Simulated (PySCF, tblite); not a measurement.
**C6H9S radical: geometry, infrared bands and EPR parameters**

What infrared bands and EPR parameters should C6H9S radical (`C#C[C@H]([CH]S)CC`) show?

The runs use tblite 0.8.0 and PySCF 2.14.0, with density-fitted response routines of our own; the level of theory stands in each step. All values are computed, except where a source is named. Atoms count from 0, in the outputs and in this text.

## Step 1: The molecule as given

16 atoms, charge 0, multiplicity 2; geometry from: force field or distance geometry start.

Bonds of the start (Å): C0–C1 1.19, C1–C2 1.50, C2–C3 1.50, C3–S4 1.74, C2–C5 1.54, C5–C6 1.52, C0–H7 1.07, C2–H8 1.10, C3–H9 1.08, S4–H10 1.34, C5–H11 1.10, C5–H12 1.09, C6–H13 1.10, C6–H14 1.10, C6–H15 1.11.

## Step 2: Geometry optimisation with GFN2-xTB

Job settings and geometry (Å):

```
{"job": {"kind": "relax", "xc": "GFN2-xTB", "basis": "xTB"}, "charge": 0, "multiplicity": 2}
C     -0.750700     1.940700    -1.700300
C     -0.242200     1.213600    -0.914500
C      0.412100     0.307100     0.080200
C      1.856700     0.194400    -0.290000
S      3.124700     0.629700     0.811800
C     -0.260400    -1.080000     0.078600
C     -1.679500    -1.056200     0.619800
H     -1.213500     2.601400    -2.400400
H      0.300700     0.749100     1.076600
H      2.128700    -0.220300    -1.245500
H      2.392700     1.178600     1.785800
H      0.330900    -1.766600     0.706600
H     -0.273400    -1.504200    -0.920600
H     -2.079400    -2.077300     0.653000
H     -2.345500    -0.449100    -0.004500
H     -1.709500    -0.652100     1.652000
```

The run is started by

```sh
> OMP_NUM_THREADS=1 python probes_run.py task.json out
```

This one command runs all jobs of the session in turn.

**Question.** This job is followed by: GFN2-xTB harmonic vibrations, gas phase; UKS B3LYP, pcH-1 on C H S, non-relativistic, mean-field spin-orbit, GIAO. What will the session give for the following? strongest single infrared mode (GFN2-xTB); zero-point energy (GFN2-xTB); g(iso) (B3LYP); ⟨S²⟩; largest a(iso) (averaged by class); potential on the surface of density 0.002 e/bohr³, 1st and 99th percentile.

As calculated:

```
                                                                  quantity                  value
                                 strongest single infrared mode (GFN2-xTB)  2365 cm⁻¹, 132 km/mol
                                              zero-point energy (GFN2-xTB)          78.2 kcal/mol
                                                            g(iso) (B3LYP)                2.00418
                                                                      ⟨S²⟩     0.754 (exact 0.75)
                                        largest a(iso) (averaged by class)   13C on C3, 142.4 MHz
potential on the surface of density 0.002 e/bohr³, 1st and 99th percentile     -0.89 V and 1.41 V
```

In words: Over 111 steps the energy fell by 0.104 eV; of the close pairs, C1–C2 changed most, 1.496 to 1.454 Å. All 42 modes are real, so the xTB geometry is a minimum. The strongest single mode, at 2365 cm⁻¹, moves mainly H10. Unscaled tight-binding wavenumbers are off by several per cent, some by more. Its intensities can rank the bands wrongly. Most of the unpaired spin sits on C3 (0.86 e). The isotropic g lies 1.9 ppt above the free-electron value. These values are for one conformer; the search (at its own cheap level) found 2 more, at 0.91, 2.00 kcal/mol, and measured spectra average over such forms.
